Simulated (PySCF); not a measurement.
**[La(H2O)3]3+: other functionals and bases at one geometry**

The task here is to estimate one member of a computed series from the others.

The runs use PySCF 2.14.0; several levels, as the steps say, no spin–orbit coupling.

1 further run of the same task is left out (for a known fault of the program).

**Where the work starts**

10 atoms, charge 3, spin multiplicity 1.

Bond lengths: La1–O2 2.407 Å, La1–O5 2.407 Å, La1–O8 2.407 Å, O2–H3 0.985 Å, O2–H4 0.985 Å, O5–H6 0.985 Å, O5–H7 0.985 Å, O8–H9 0.985 Å, O8–H10 0.985 Å. Angles: O2–La1–O5 120.0°, O2–La1–O8 120.0°, O5–La1–O8 120.0°, La1–O2–H3 128.6°, La1–O2–H4 128.6°, H3–O2–H4 102.8°, La1–O5–H6 128.6°, La1–O5–H7 128.6°, H6–O5–H7 102.8°, La1–O8–H9 128.6°, La1–O8–H10 128.6°, H9–O8–H10 102.8°.

As a file:

```xyz
10

La    0.0000    0.0000    0.0000
O     2.4072    0.0000    0.0000
H     3.0217    0.7672    0.0684
H     3.0217   -0.7672   -0.0684
O    -1.2036    2.0847    0.0000
H    -2.1753    2.2332    0.0684
H    -0.8464    3.0004   -0.0684
O    -1.2036   -2.0847    0.0000
H    -0.8464   -3.0004    0.0684
H    -2.1752   -2.2332   -0.0684
```

Formal oxidation states: La +3. An earlier session relaxed this geometry at PBE0, La def2-SVP with ECP46, O def2-SVP, H def2-SVP (singlet, point group D3).

At PBE0 on the finer grid: E = -259.412271 Eh, HOMO -24.53 eV, LUMO -16.35 eV, Mulliken charge on La1 +2.03 e, largest force component 0.011 eV/Å. 

Levels to run: CAM-B3LYP; BLYP; PBE0, TZVP. Hardware: 2 threads of Intel Xeon 6975P-C (Granite Rapids), shared host.

The first run:

Input file run.py (the lines that set the calculation):

```python
mol = gto.M(atom='''
La     0.00000     0.00000     0.00000
O      2.40717     0.00001     0.00000
H      3.02165     0.76721     0.06842
H      3.02165    -0.76718    -0.06842
O     -1.20359     2.08466     0.00000
H     -2.17525     2.23322     0.06842
H     -0.84643     3.00042    -0.06842
O     -1.20357    -2.08467     0.00000
H     -0.84640    -3.00043     0.06842
H     -2.17523    -2.23324    -0.06842''',
    basis={'La': 'def2-SVP', 'O': 'def2-SVP', 'H': 'def2-SVP'},
    ecp={'La': 'def2-SVP'},
    charge=3, spin=0)
mf = dft.RKS(mol, xc='CAMB3LYP')
mf.grids.atom_grid = (75, 302)  # f atoms: unpruned, at least (60, 302)
mf = mf.density_fit()  # fitting sets: La def2-universal-JKFIT, O def2-universal-JKFIT, H def2-universal-JKFIT
mf.conv_tol = 1e-08; mf.max_cycle = 55
mf.kernel(dm0)  # dm0: the density of the relaxed state
```

On the command line:

```console
$ OMP_NUM_THREADS=2 python run.py
```

Among the steps run: CAM-B3LYP; BLYP; PBE0, TZVP.

One of the session's tables, all rows but one given; the rest of the session is left out.

| level | HOMO (eV) | gap (eV) | charge on La1 (e) | largest force component (eV/Å) |
| --- | --- | --- | --- | --- |
| PBE0 (relaxed here) | -24.53 | 8.18 | 2.03 | 0.01 |
| CAM-B3LYP | ? | ? | ? | ? |
| BLYP | -22.55 | 5.39 | 1.89 | 0.57 |
| PBE0, TZVP | -24.58 | 8.24 | 2.19 | 0.34 |

**Question.** Estimate the row for CAM-B3LYP.

The run gave: HOMO (eV): -26.00; gap (eV): 10.62; charge on La1 (e): 2.02; largest force component (eV/Å): 0.11. In the column «HOMO (eV)» it is the lowest.

In one basis the HOMO–LUMO gap runs from 5.39 eV (BLYP) to 10.62 eV (CAM-B3LYP). The largest leftover force, 0.57 eV/Å with BLYP, stands at a geometry relaxed at another level. Total energies of different levels can't be compared.
